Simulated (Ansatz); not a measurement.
# Sn2PI: the cost of one run

Computed with Ansatz 0.2.0 (DFT PBE, scalar-relativistic, plane waves, PAW, unless a step's input says otherwise).

1 further run of the same task is left out (it didn't finish). Runs told in other sessions of the task aren't counted.

### 1 The system as given

The structure is trigonal, space group P3m1 (No. 156). Conventional cell: a = 4.160 Å, b = 4.160 Å, c = 20.000 Å, α = 90.00°, β = 90.00°, γ = 120.00°. Around Sn (site symmetry 3m) lie 3 I at 2.75 Å and 1 Sn at 2.76 Å. Around Sn (site symmetry 3m) lie 3 P at 2.66 Å and 1 Sn at 2.76 Å. Around P (site symmetry 3m) lie 3 Sn at 2.66 Å. I (site symmetry 3m) has 3 Sn at 2.75 Å in its first shell of neighbours.

Coordinates:

```
CELL_PARAMETERS angstrom
4.16041 0.00000 0.00000
-2.08020 3.60302 0.00000
0.00000 0.00000 20.00000
ATOMIC_POSITIONS crystal
Sn 0.00000 0.00000 0.43591
Sn 0.00000 0.00000 0.57393
P 0.66667 0.33333 0.63152
I 0.66667 0.33333 0.36848
```

The cell is invented: species swapped into a sheet modelled on a layer of Ga2SeS, with Sn on the Ga sites, P on the S sites and I on the Se sites. The dimensions are guesses.

It is a sheet, periodic along a and b, with vacuum along c; volumes and pressures of the box carry no meaning, and space groups named for it are those of the box.

### 2 The guess as it stands, on a coarse mesh

File input.yaml:

```yaml
crystal:
  lattice:
    - [4.16040831, 0.0, 0.0]
    - [-2.0802036, 3.60301867, 0.0]
    - [0.0, 0.0, 20.0]
  atoms:
    - { symbol: Sn, position: [0.0, 0.0, 0.43590671] }
    - { symbol: Sn, position: [0.0, 0.0, 0.57392688] }
    - { symbol: P, position: [0.66666667, 0.33333333, 0.63152436] }
    - { symbol: I, position: [0.66666667, 0.33333333, 0.36847564] }
  periodic: [true, true, false]
basis:
  ecutwfc: 420
kpoints:
  mp_grid: { grid: [6, 6, 1] }
hamiltonian:
  xc: pbe
scf:
  occupations: { method: gaussian, width: 0.1 }
  lower_state_search: "off"
output:
  forces: true
  stress: true
  eigenvalues: true
```

Launch:

```bash
> ansatz run input.yaml --threads 1 --pin off --max-ram 2560MiB --backend cpu --events-out ev --progress --plain --runs-dir out
```

Q: Estimate wall time and peak memory on 1 thread of Arm Neoverse N1, shared host.

About 21 s, with a peak of 0.57 GiB.
